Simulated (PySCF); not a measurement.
# C3H9NSi: the cost of one run

Programs: PySCF 2.14.0, with density-fitted response routines of our own. Each step states its level of theory. These are calculated values for one molecule in the gas phase, unless marked as measured. Atoms are numbered from 0 throughout.

### Step 1. The starting structure

14 atoms, charge 0, multiplicity 1; geometry from: GFN2-xTB. The atoms were then displaced at random by about 0.01 Å, so the start is not that level's minimum.

Bonds of the start (Å): C0–C1 1.51, C1–C2 1.51, C1–N3 1.29, N3–Si4 1.68, C0–H5 1.10, C0–H6 1.09, C0–H7 1.06, C2–H8 1.06, C2–H9 1.10, C2–H10 1.09, Si4–H11 1.45, Si4–H12 1.46, Si4–H13 1.47.

### Step 2. Geometry optimisation at PBE0-D3(BJ)/def2-SVP

Job settings and geometry (Å):

```
{"job": {"xc": "PBE0", "basis": "def2-SVP", "d3": "d3bj", "grid": 1, "shake": 0.01, "kind": "geom"}, "charge": 0, "multiplicity": 1}
C     -0.967130    -1.122030     0.580130
C     -0.410160     0.269570     0.367930
C     -1.409550     1.400050     0.470150
N      0.828870     0.528930     0.111330
Si     2.258860    -0.329220    -0.123150
H     -1.651700    -1.099120     1.438360
H     -1.567430    -1.368260    -0.299790
H     -0.185600    -1.827850     0.703780
H     -2.246540     1.225010    -0.149530
H     -1.755750     1.469440     1.513010
H     -0.925120     2.337750     0.214590
H      2.645980     0.018110    -1.475830
H      2.245320    -1.778500     0.021780
H      3.132810     0.261030     0.899500
```

Run with:

```sh
OMP_NUM_THREADS=1 python probes_run.py task.json out
```

One launch serves the whole session: the jobs run in the order shown.

**Question.** How long does this first job take on 1 thread of Arm Neoverse V2, shared host, and how much memory does it need?

About 55 s, with a peak of 0.52 GiB.
